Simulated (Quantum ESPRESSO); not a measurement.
The system is Ti3Se.

```xyz
4
Lattice="3.1974 0.0000 0.0000 -1.5987 2.7691 0.0000 0.0000 0.0000 7.9427" Properties=species:S:1:pos:R:3 pbc="T T T"
Se    0.0000    0.0000    0.0000
Ti    1.5987    0.9230    3.9714
Ti    0.0000    1.8460    6.1390
Ti    0.0000    1.8460    1.8038
```

The cell comes from a database or a generator and needn't be the stable form of this composition.

Base run:

| Quantity | Value |
| --- | --- |
| Program | Quantum ESPRESSO 7.5 |
| Functional | PBE |
| Potentials or basis | SSSP 1.3 efficiency PBE |
| Cutoff | 748 eV |
| Density cutoff | 5987 eV |
| k mesh | 10 × 10 × 4 |
| Occupations | fermi-dirac, width 0.05 eV |
| Spin | no spin polarisation |

Its results: band gap on the k mesh none (metal or under the smearing width); pressure 0.1 GPa; largest force 0.025 eV/Å.

Task: The run is repeated on the same cell with these changes: functional from PBE to LDA; potentials or basis from SSSP 1.3 efficiency PBE to GBRV 1.5 LDA; cutoff from 748 eV to 612 eV; density cutoff from 5987 eV to 4898 eV. What comes out?

Result: Band gap on the k mesh none (metal or under the smearing width); pressure -7.9 GPa; largest force 0.102 eV/Å.

Caveats: some levels on the path didn't converge (some runs).

Not every run made on this cell is shown here.
